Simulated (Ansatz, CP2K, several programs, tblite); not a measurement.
Energy against volume for CdHgS2, ordered on the zincblende lattice (I-42d) with 8 atoms a cell, at fixed shape and fractional coordinates, computed by several methods (PBE and r2SCAN, where shown, with plane waves in Ansatz); the cell shown is that of r2SCAN. With free coordinates or axes held, a curve is too stiff, and on another method's shape its minimum isn't the method's own volume. Space group I-42d (No. 122), tetragonal; a = 5.899 Å, c = 11.825 Å in the conventional setting, 25.72 Å³ an atom. Cd is surrounded by 4 S at 2.54 Å; S is surrounded by 2 Cd at 2.54 Å and 2 Hg at 2.57 Å; Hg is surrounded by 4 S at 2.57 Å. These are computed values for a spin-unpolarised cell that may be hypothetical; none is a measurement. Energies count from each curve's lowest point; fits are third-order Birch-Murnaghan.

Space group I-42d (No. 122). a = 5.899 Å, b = 5.899 Å, c = 11.825 Å, α = 90.00°, β = 90.00°, γ = 90.00°
```
atom  site  symmetry       x       y       z
  Cd    4a      -4..  0.0000  0.0000  0.0000
   S    8d       .2.  0.2464  0.2500  0.1250
  Hg    4b      -4..  0.5000  0.5000  0.0000
```

Q: PBE, on the shape of its own relaxed cell, gives

| V (Å³/atom) | E (meV/atom) |
| --- | --- |
| 24.850 | 17.48 |
| 25.643 | 4.15 |
| 26.436 | 0.00 |
| 27.229 | 3.58 |
| 28.022 | 13.64 |

What equilibrium volume and bulk modulus follow?

A: V₀ = 26.44 Å³ an atom and B₀ = 52 GPa.

GFN2-xTB (tblite), on the shape of the cell shown, as a cluster of 64 atoms at the zone centre:

| V (Å³/atom) | E (meV/atom) |
| --- | --- |
| 22.630 | 161.22 |
| 24.173 | 88.06 |
| 25.716 | 36.83 |
| 27.258 | 9.20 |
| 28.801 | 0.00 |

This method closes the gap of a crystal that DFT finds insulating, so its curve rests on a wrong state.
The lowest point is an end point, so the minimum isn't bracketed.

Q: PBE/SZV (CP2K), on the shape of the cell shown, gives

| V (Å³/atom) | E (meV/atom) |
| --- | --- |
| 22.630 | 123.95 |
| 24.173 | 30.97 |
| 25.716 | 0.00 |
| 27.258 | 13.28 |
| 28.801 | 58.52 |

What equilibrium volume and bulk modulus follow?

A: V₀ = 25.95 Å³ an atom and B₀ = 73 GPa.

PBE/DZVP (CP2K), on the shape of the cell shown:
```tsv
V (Å³/atom)	E (meV/atom)
22.630	144.58
24.173	51.14
25.716	7.56
27.258	0.00
28.801	18.53
```
V₀ = 26.87 Å³ an atom and B₀ = 51 GPa.

light PBE (260 eV, its own mesh), on the shape of the cell shown:
```
V (Å³/atom)  E (meV/atom)
     23.658         48.48
     24.687         38.66
     25.716         40.78
     26.744          7.47
     27.773          0.00
     28.801         31.85
```
The points scatter about a smooth fit, as a low cutoff and a light mesh can make them, so no fit is quoted.

Spin-orbit coupling is left out; in compounds of Pb, Bi, Tl or Hg it can lower a gap by up to about 1 eV, split its edges or invert the bands.
